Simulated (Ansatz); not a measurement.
Molecular dynamics of C

Input:

```yaml
crystal:
  lattice:
    - [0.0, 3.68524, 3.68524]
    - [3.68524, 0.0, 3.68524]
    - [3.68524, 3.68524, 0.0]
  atoms:
    - { symbol: C, position: [0.0, 0.0, 0.0] }
    - { symbol: C, position: [0.125, 0.125, 0.125] }
    - { symbol: C, position: [0.0, 0.0, 0.5] }
    - { symbol: C, position: [0.125, 0.125, 0.625] }
    - { symbol: C, position: [0.0, 0.5, 0.0] }
    - { symbol: C, position: [0.125, 0.625, 0.125] }
    - { symbol: C, position: [0.0, 0.5, 0.5] }
    - { symbol: C, position: [0.125, 0.625, 0.625] }
    - { symbol: C, position: [0.5, 0.0, 0.0] }
    - { symbol: C, position: [0.625, 0.125, 0.125] }
    - { symbol: C, position: [0.5, 0.0, 0.5] }
    - { symbol: C, position: [0.625, 0.125, 0.625] }
    - { symbol: C, position: [0.5, 0.5, 0.0] }
    - { symbol: C, position: [0.625, 0.625, 0.125] }
    - { symbol: C, position: [0.5, 0.5, 0.5] }
    - { symbol: C, position: [0.625, 0.625, 0.625] }
basis:
  ecutwfc: 420.0
kpoints:
  mp_grid: { grid: [3, 3, 3] }
hamiltonian:
  xc: pbe
scf:
  occupations: { method: fermi_dirac, width: 0.17 }
  lower_state_search: "off"
md:
  timestep: 1
  n_steps: 110
  ensemble: nve
  temperature: 4000.0
  initial_velocities: maxwell_boltzmann
  seed: 650380
```

Command:

```bash
$ ansatz run input.yaml --threads 1 --pin off --max-ram 3072MiB --backend cpu --events-out ev --progress --plain --runs-dir out
```

It starts from a structure without forces on its atoms.

Output, in part (step lines):

```
md step     0: t =     0.00 fs  T =  4000.0 K  F+E_penalty+E_count = -4011.82550646 eV  E_kin = 7.755600 eV  conserved = -4004.06990652 eV  (7 SCF iters)
md step     1: t =     1.00 fs  T =  3894.1 K  F+E_penalty+E_count = -4011.61749078 eV  E_kin = 7.550291 eV  conserved = -4004.06719969 eV  (7 SCF iters)
md step     2: t =     2.00 fs  T =  3593.0 K  F+E_penalty+E_count = -4011.02803572 eV  E_kin = 6.966464 eV  conserved = -4004.06157148 eV  (7 SCF iters)
md step     3: t =     3.00 fs  T =  3139.7 K  F+E_penalty+E_count = -4010.14169353 eV  E_kin = 6.087634 eV  conserved = -4004.05405989 eV  (7 SCF iters)
md step     4: t =     4.00 fs  T =  2592.9 K  F+E_penalty+E_count = -4009.07326003 eV  E_kin = 5.027421 eV  conserved = -4004.04583897 eV  (7 SCF iters)
md step     5: t =     5.00 fs  T =  2017.4 K  F+E_penalty+E_count = -4007.94954350 eV  E_kin = 3.911491 eV  conserved = -4004.03805266 eV  (5 SCF iters)
md step     6: t =     6.00 fs  T =  1475.0 K  F+E_penalty+E_count = -4006.89147400 eV  E_kin = 2.859827 eV  conserved = -4004.03164678 eV  (4 SCF iters)
md step     7: t =     7.00 fs  T =  1017.1 K  F+E_penalty+E_count = -4005.99921550 eV  E_kin = 1.971992 eV  conserved = -4004.02722369 eV  (3 SCF iters)
[... lines left out ...]
md step   109: t =   109.00 fs  T =  2336.5 K  F+E_penalty+E_count = -4008.57665760 eV  E_kin = 4.530244 eV  conserved = -4004.04641385 eV  (4 SCF iters)
md step   110: t =   110.00 fs  T =  2624.4 K  F+E_penalty+E_count = -4009.13815237 eV  E_kin = 5.088374 eV  conserved = -4004.04977799 eV  (7 SCF iters)
```

The steps, from the saved trajectory:

```tsv
time (fs)	T (K)	potential energy less start (eV)	conserved less start (meV/atom)
0.0	4000	0.000	0.00
3.0	3140	1.684	0.99
6.0	1475	4.934	2.39
9.0	481	6.868	2.82
12.0	678	6.479	2.38
15.0	1603	4.674	1.69
18.0	2491	2.944	1.16
21.0	2784	2.375	1.11
24.0	2496	2.942	1.65
27.0	2173	3.571	1.75
30.0	1934	4.030	1.44
33.0	1540	4.799	1.86
36.0	1360	5.156	2.30
39.0	1803	4.292	2.00
42.0	2547	2.836	1.25
45.0	2814	2.314	0.94
48.0	2285	3.348	1.40
51.0	1439	4.999	2.08
54.0	994	5.866	2.35
57.0	1262	5.344	2.15
60.0	2015	3.875	1.61
63.0	2684	2.572	1.23
66.0	2871	2.210	1.31
69.0	2635	2.671	1.49
72.0	2162	3.589	1.53
75.0	1535	4.808	1.76
78.0	1017	5.820	2.20
81.0	1033	5.788	2.21
84.0	1617	4.651	1.87
87.0	2413	3.101	1.52
90.0	2992	1.973	1.11
93.0	2935	2.082	1.13
96.0	2258	3.403	1.59
99.0	1436	5.005	2.02
102.0	978	5.897	2.30
105.0	1206	5.452	2.21
108.0	2024	3.857	1.68
```

All steps were run. The conserved energy stayed within 2.8 meV per atom of its start (net change 1.3 meV per atom), so the integration is sound. The temperature averaged 0.49 of the 4000 K drawn at the start: a run that starts near a minimum puts about half its kinetic energy into the potential. A run of 0.11 ps of so small a system gives no equilibrium averages.

Mean squared displacements from the first frame to the last, about the centre of mass: C 0.01 Å².

Last frame:

```xyz
16
Lattice="0.0000 3.6852 3.6852 3.6852 0.0000 3.6852 3.6852 3.6852 0.0000" Properties=species:S:1:pos:R:3
C -0.051 -0.149 -0.006
C 0.886 0.893 0.870
C 1.774 1.902 -0.013
C 2.778 2.753 0.947
C 1.850 0.124 1.846
C 2.869 0.883 2.739
C 3.726 1.826 1.931
C 4.642 2.848 2.723
C 0.005 1.897 1.732
C 0.918 2.588 2.749
C 1.758 3.647 1.979
C 2.698 4.673 2.712
C 1.920 1.722 3.747
C 2.775 2.893 4.548
C 3.615 3.709 3.702
C 4.691 4.645 4.647
```

The run took 6.9 min on 1 thread of Arm Neoverse V2 (shared host), peak memory 0.34 GiB.
